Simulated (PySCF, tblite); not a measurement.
# C3H8O2Si2, a small molecule taken as a stand-in for a surface group (C site with back bonds O[SiH3], O[SiH3], [H]): NMR shifts, core binding energies and electronic excitations

Wanted: the NMR shifts, core binding energies and electronic excitations for `C#CC(O[SiH3])O[SiH3]`.

Programs: tblite 0.8.0 and PySCF 2.14.0. All values are calculated, for the isolated system unless a continuum is named. Atoms count from 0, parts from 1.

### Step 1. Starting point

15 atoms, charge 0, multiplicity 1; geometry: distance geometry start.

### Step 2. Relaxing the cluster with GFN2-xTB

Job settings and geometry (Å):

```
{"job": {"kind": "relax", "xc": "GFN2-xTB", "basis": "xTB"}, "charge": 0, "multiplicity": 1}
C      0.837141     1.184492    -0.448067
O      1.342418     0.414264     0.598763
Si     1.138600     0.817221     2.321257
O     -0.486628     0.824788    -0.691037
Si    -1.833853     1.975682    -0.787308
C      1.603830     0.894961    -1.668660
C      2.217265     0.778771    -2.992221
H      0.887379     2.181374    -0.219079
H      1.336349     2.215241     2.492567
H      2.090402     0.104325     3.074954
H     -0.169383     0.486926     2.738732
H     -2.846744     1.425607    -1.608962
H     -1.362371     3.203244    -1.324870
H     -2.373582     2.225382     0.516722
H      2.518944     0.791530    -3.966316
```

Method: GFN2-xTB geometry optimisation, gas phase.

Started as:

```
$ OMP_NUM_THREADS=1 python cluster_run.py task.json out
```

This one command runs all jobs of the session in turn.

**Question.** The jobs that follow are: PBE0-D3(BJ)/def2-SVP geometry optimisation, gas phase; GIAO PBE0/pcSseg-1 NMR shielding, non-relativistic, gas phase; delta-SCF UKS SCAN, pcX-2 on the ionised atom, pcseg-1 elsewhere, spin-free X2C; TDDFT CAM-B3LYP/def2-SVPD, vertical, gas phase, core orbitals frozen in the response. Predict: point group; rotational constants (main isotopes); ¹³C shifts against TMS (PBE0/pcSseg-1); ¹H shifts against TMS (PBE0/pcSseg-1); ¹⁷O shifts against H2O (PBE0/pcSseg-1); ²⁹Si shifts against TMS (PBE0/pcSseg-1); O1s binding energies, SCAN/pcX-2; C1s binding energies, SCAN/pcX-2 (standing for 1 of 3 atoms); Si2p binding energies, SCAN/pcX-2 (standing for 1 of 2 atoms); lowest singlet (CAM-B3LYP/def2-SVPD); brightest single state of those computed; lowest triplet; vertical ionisation energy (ΔSCF).

**Answer**, as computed:

```
                                                     quantity                                               value
                                                  point group                                                  C1
                         rotational constants (main isotopes)                                2.26, 1.37, 0.94 GHz
                       ¹³C shifts against TMS (PBE0/pcSseg-1)                                87.7, 83.1, 80.8 ppm
                        ¹H shifts against TMS (PBE0/pcSseg-1)  5.60, 5.06, 4.95, 4.81, 4.72, 4.70, 4.69, 2.52 ppm
                       ¹⁷O shifts against H2O (PBE0/pcSseg-1)                                      78.2, 75.9 ppm
                      ²⁹Si shifts against TMS (PBE0/pcSseg-1)                                    -33.9, -36.0 ppm
                             O1s binding energies, SCAN/pcX-2                             O1 538.27, O3 538.21 eV
 C1s binding energies, SCAN/pcX-2 (standing for 1 of 3 atoms)                                        C0 294.76 eV
Si2p binding energies, SCAN/pcX-2 (standing for 1 of 2 atoms)                                       Si2 107.75 eV
                         lowest singlet (CAM-B3LYP/def2-SVPD)                         6.39 eV (194 nm), f = 0.000
                     brightest single state of those computed                         state 5, 7.55 eV, f = 0.012
                                               lowest triplet                                             5.25 eV
                            vertical ionisation energy (ΔSCF)                                            10.55 eV
```

What this shows: The start of the PBE0/def2-SVP relaxation was shaken at random by about 0.01 Å, so part of the energy gained, and of the first lengths quoted, undoes that. Over 16 steps the energy fell by 0.336 eV; of the close pairs, O1–Si2 changed most, 1.626 to 1.689 Å (PBE0/def2-SVP). No frequency check was run at this level, so the end point may be a saddle. Hydrogens of an XH3 group are listed apart at this fixed geometry; free rotation makes them one line at their mean. At PBE0/pcSseg-1: The largest span, 297 ppm, is at C5, where the paramagnetic term is -160 ppm. At SCAN/pcX-2: the O1s levels computed lie within 0.06 eV of one another, too close to rank. The first singlet state (HOMO−1→LUMO 0.29, HOMO→LUMO+1 0.13) lies at 6.39 eV and is dark; of the 6 states computed, the strongest absorption comes from state 5 at 7.55 eV. The lowest triplet lies 1.14 eV below the lowest singlet (triplets in Tamm-Dancoff, singlets in full TDDFT). The orbital energy would give 9.77 eV for ionisation, ΔSCF gives 10.55 eV. A capped cluster stands for the solid here, so long-range fields and strain are missing, and bands or shifts of the capping hydrogens have no counterpart in it.
